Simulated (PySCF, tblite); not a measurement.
# C5H7ClF2: infrared bands and NMR shifts

What infrared bands and NMR shifts should C5H7ClF2 (`C/C=C\CC(F)(F)Cl`) show?

Computed with tblite 0.8.0 and PySCF 2.14.0, with density-fitted response routines of our own, on a single molecule in the gas phase. Atoms are numbered from 0 throughout.

## Step 1: The molecule as given

15 atoms, charge 0, multiplicity 1; geometry from: GFN2-xTB.

Bonds of the start (Å): C0–C1 1.49, C1–C2 1.32, C2–C3 1.50, C3–C4 1.52, C4–F5 1.35, C4–F6 1.35, C4–Cl7 1.79, C0–H8 1.09, C0–H9 1.09, C0–H10 1.09, C1–H11 1.08, C2–H12 1.08, C3–H13 1.09, C3–H14 1.09.

## Step 2: Vibrational analysis with GFN2-xTB

Job settings and geometry (Å):

```
{"job": {"kind": "ir", "xc": "GFN2-xTB", "basis": "xTB"}, "charge": 0, "multiplicity": 1}
C     -1.970528     0.862729    -0.093777
C     -1.405096    -0.410928     0.434979
C     -0.215243    -0.938507     0.192984
C      0.859029    -0.362679    -0.682983
C      2.076327     0.017133     0.141626
F      2.635730    -1.056439     0.730565
F      3.046455     0.549468    -0.630357
Cl     1.673958     1.200305     1.418819
H     -1.252397     1.435872    -0.670875
H     -2.833486     0.647466    -0.723668
H     -2.315520     1.476643     0.736840
H     -2.076510    -0.954115     1.087166
H      0.056780    -1.872373     0.665157
H      0.526321     0.524913    -1.218881
H      1.189766    -1.111497    -1.409507
```

**Question.** This job is followed by: GIAO PBE0/pcSseg-1 NMR shielding, non-relativistic, gas phase. Predict these results of the whole session: strongest single infrared mode (GFN2-xTB); zero-point energy (GFN2-xTB); ¹³C shifts against TMS (PBE0/pcSseg-1); ¹H shifts against TMS (PBE0/pcSseg-1, means over atoms taken as alike); ¹⁹F shifts against CFCl3 (PBE0/pcSseg-1, means over atoms taken as alike); ³⁵Cl shifts against HCl (PBE0/pcSseg-1).

As calculated:

| quantity | value |
| --- | --- |
| strongest single infrared mode (GFN2-xTB) | 990 cm⁻¹, 111 km/mol |
| zero-point energy (GFN2-xTB) | 68.2 kcal/mol |
| ¹³C shifts against TMS (PBE0/pcSseg-1) | 143.6, 141.1, 127.3, 43.5, 16.3 ppm |
| ¹H shifts against TMS (PBE0/pcSseg-1, means over atoms taken as alike) | 6.19, 5.74, 3.00, 1.89 ppm |
| ¹⁹F shifts against CFCl3 (PBE0/pcSseg-1, means over atoms taken as alike) | -61.9 ppm |
| ³⁵Cl shifts against HCl (PBE0/pcSseg-1) | 339 ppm |

What this shows: No mode is imaginary among the 39: a minimum at this level. The strongest single mode, at 990 cm⁻¹, is spread over many atoms; the largest shares are those of C4, C3. Unscaled tight-binding wavenumbers are off by several per cent, some by more. Its intensities can rank the bands wrongly. At PBE0/pcSseg-1: The widest tensor belongs to Cl7: span 685 ppm, with a paramagnetic part of -536 ppm.
